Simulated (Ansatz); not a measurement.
What does this script print? It uses the Python package of Ansatz (0.2.0).

`ti3sn.py`
```python
'''ASE drives the relaxation of Ti3Sn.'''

import warnings

import ansatz as az
from ase import Atoms
from ase.calculators.calculator import Calculator, all_changes
from ase.optimize import FIRE
import numpy as np


class Ansatz(Calculator):
    implemented_properties = ['energy', 'free_energy', 'forces']

    def calculate(self, atoms=None, properties=('energy',), system_changes=all_changes):
        super().calculate(atoms, properties, system_changes)
        bare = self.atoms.copy()
        bare.set_constraint()
        bare.set_momenta(None)
        job = (
            az.Crystal.from_ase(bare).calculation()
            .functional(az.Functional.LDA)
            .kpoints(4, 4, 4)
            .mixing('broyden', preconditioner='kerker_dos')
            .occupations('fermi_dirac', width=0.05)
            .forces()
        )
        report = job.run().report
        self.results['free_energy'] = report['lagrangian_ev']
        self.results['energy'] = report.get('lagrangian_sigma0_ev', report['lagrangian_ev'])
        self.results['forces'] = np.array(report['forces_ev_ang'])

warnings.simplefilter('ignore')
atoms = Atoms(
    ['Ti', 'Ti', 'Ti', 'Sn'],
    cell=[(4.156929, 0.0, 0.0), (0.0, 4.156929, 0.0), (0.0, 0.0, 4.156929)],
    scaled_positions=[
        (0.5, 0.5, 0.0),
        (0.5, 0.0, 0.5),
        (0.0, 0.5, 0.5),
        (0.0, 0.0, 0.0),
    ],
    pbc=True,
)
atoms.rattle(0.07, seed=6)
atoms.calc = Ansatz()
before = atoms.get_potential_energy(), atoms.get_volume()
optimiser = FIRE(atoms, logfile=None)


def tell():
    fmax = np.linalg.norm(atoms.get_forces(), axis=1).max()
    print(f'step {optimiser.nsteps:2d}  E = {atoms.get_potential_energy():.5f} eV  fmax = {fmax:.4f}  V = {atoms.get_volume():.3f} A^3')


optimiser.attach(tell)
met = optimiser.run(fmax=0.03, steps=15)
print('threshold met:', bool(met), ' energy gained:', round(before[0] - atoms.get_potential_energy(), 5), 'eV')
print('cell lengths and angles:', np.round(atoms.cell.cellpar(), 3))
print(np.round(atoms.get_scaled_positions(), 4))
```

```console
$ python ti3sn.py
step  0  E = -13231.28002 eV  fmax = 1.9835  V = 71.832 A^3
step  1  E = -13231.34826 eV  fmax = 1.7553  V = 71.832 A^3
step  2  E = -13231.45603 eV  fmax = 1.3365  V = 71.832 A^3
step  3  E = -13231.56100 eV  fmax = 0.7983  V = 71.832 A^3
step  4  E = -13231.62640 eV  fmax = 0.4166  V = 71.832 A^3
step  5  E = -13231.63572 eV  fmax = 0.4045  V = 71.832 A^3
step  6  E = -13231.63670 eV  fmax = 0.3947  V = 71.832 A^3
step  7  E = -13231.63854 eV  fmax = 0.3753  V = 71.832 A^3
step  8  E = -13231.64107 eV  fmax = 0.3470  V = 71.832 A^3
step  9  E = -13231.64402 eV  fmax = 0.3109  V = 71.832 A^3
step 10  E = -13231.64710 eV  fmax = 0.2682  V = 71.832 A^3
step 11  E = -13231.65000 eV  fmax = 0.2203  V = 71.832 A^3
step 12  E = -13231.65246 eV  fmax = 0.1690  V = 71.832 A^3
step 13  E = -13231.65445 eV  fmax = 0.1118  V = 71.832 A^3
step 14  E = -13231.65559 eV  fmax = 0.0865  V = 71.832 A^3
step 15  E = -13231.65572 eV  fmax = 0.1225  V = 71.832 A^3
threshold met: False  energy gained: 0.3757 eV
cell lengths and angles: [ 4.157  4.157  4.157 90.    90.    90.   ]
[[4.973e-01 4.974e-01 1.360e-02]
 [4.971e-01 9.947e-01 5.146e-01]
 [9.995e-01 4.968e-01 5.149e-01]
 [9.974e-01 3.000e-04 1.370e-02]]
```

The settings weren't tested for convergence. No spin polarisation was allowed. The mesh is modest for a metal, so energies can be off by several to tens of meV an atom and pressures by half a GPa or more; differences at equal mesh fare better. This cell is a computed structure, which may not be the phase found in nature. Hardware and time: 110 s on 1 thread of Arm Neoverse V2, on a shared host, peak memory 0.45 GiB.
